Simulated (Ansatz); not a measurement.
**CHBOSe (SMILES [Se]=C1BO1): functionals against CCSD(T) at one geometry**

An exercise on one series of results from a longer session: the logs are not shown, and one member is left open.

Program: Ansatz 0.2.0, Gaussian basis. Level of theory: single points in def2-TZVPP. These are calculated values, not measurements.

Cores are frozen in the correlated methods. Filled d shells of the heavier atoms are correlated.

### The starting structure

5 atoms, charge 0, spin multiplicity 1.

Atoms are counted from 1 here; the program's logs count them from 0.

Bond lengths: Se1–C2 1.731 Å, C2–B3 1.458 Å, C2–O4 1.416 Å, B3–O4 1.337 Å, B3–H5 1.173 Å. Angles: Se1–C2–B3 173.7°, Se1–C2–O4 130.7°, B3–C2–O4 55.4°, C2–B3–O4 60.7°, C2–B3–H5 161.6°, O4–B3–H5 137.7°, C2–O4–B3 63.9°.

Coordinates:

```xyz
5

Se   -2.3237   -0.3525   -0.2285
C    -0.6280   -0.0529   -0.0523
B     0.7731    0.3431    0.0324
O     0.4454   -0.9428    0.1963
H     1.7447    1.0000    0.0543
```

Set-up of the first run:

run/in.yaml reads:

```yaml
crystal:
  periodic: [false, false, false]
  atoms:
    - {symbol: Se, position_ang: [-2.323700, -0.352500, -0.228500]}
    - {symbol: C, position_ang: [-0.628000, -0.052900, -0.052300]}
    - {symbol: B, position_ang: [0.773100, 0.343100, 0.032400]}
    - {symbol: O, position_ang: [0.445400, -0.942800, 0.196300]}
    - {symbol: H, position_ang: [1.744700, 1.000000, 0.054300]}
basis:
  gaussian: {orbitals: def2-TZVPP}
correlation: {method: ccsd_t}
output: {forces: true}
```

No record of the launch command was kept for these runs.

Among the steps run: CCSD(T)/def2-TZVPP; PBE0-D4/def2-TZVPP; wB97M-V/def2-TZVPP; r2SCAN-D4/def2-TZVPP; PBE-D4/def2-TZVPP; BLYP-D4/def2-TZVPP; r2SCAN0-D4/def2-TZVPP.

One table of the session follows, with a row left open; its other results are not shown here.

```
    method  RMS force component (eV/Å)  angle to CCSD(T) forces (°)  dipole (D)
   CCSD(T)                       0.753                    reference        2.11
   PBE0-D4                       0.466                         20.0        2.23
   wB97M-V                       0.544                         22.8        2.29
 r2SCAN-D4                           ?                            ?           ?
    PBE-D4                       0.795                         12.7        2.00
   BLYP-D4                       0.885                         16.4        2.02
r2SCAN0-D4                       0.420                         32.1        2.36
```

Estimate the missing values for r2SCAN-D4.

**Answer.** RMS force component (eV/Å): 0.629; angle to CCSD(T) forces (°): 8.1; dipole (D): 2.23. In the column «RMS force component (eV/Å)» it lies between wB97M-V (0.544) and CCSD(T) (0.753).
